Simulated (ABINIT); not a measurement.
Input of an ABINIT 10.8.3 (patched build) run:

run.abi

```
# Pseudopotentials
pp_dirpath "./"
pseudos "Si.upf"

# Structure
acell 3*1.0
rprim
    -4.4812441950     4.4812441950     2.5119475339
     4.4812441950    -4.4812441950     2.5119475339
     4.4812441950     4.4812441950    -2.5119475339
ntypat 1
znucl 14
natom 2
typat 1 1
chkprim 0
chksymtnons 0
tolsym 1.0e-6
xred
            1/2            1/2            0.0
            1/4            3/4            1/2

# Plane-wave basis
ecut 489.804952 eV
ecutsm 0.5

# k points
kptopt 1
ngkpt 8 8 8
nshiftk 1
shiftk 0.0 0.0 0.0

# Exchange and correlation
ixc -116133

# Bands and occupations
nband 8
occopt 3
tsmear 0.00183747

# SCF cycle
nstep 80
tolvrs 1.0e-12

# Output
iomode 3
prteig 0
prtebands 0
prtwf 0
prtden 0

# Relaxation
ionmov 2
optcell 2
ntime 50
tolmxf 2.0e-5
dilatmx 1.08
```

Potentials or basis: PseudoDojo NC SR PBEsol v0.4 stringent.

Launch:

```sh
$ abinit run.abi > log 2>&1
```

(1) Predict the relaxed volume.

(2) What does it give for the space group after relaxing (to 0.05 Å)?

(3) Predict the band gap on the k mesh.

Results:

(1) 15.07 Å³/atom.

(2) I4_1/amd (No. 141).

(3) none (metal or under the smearing width).
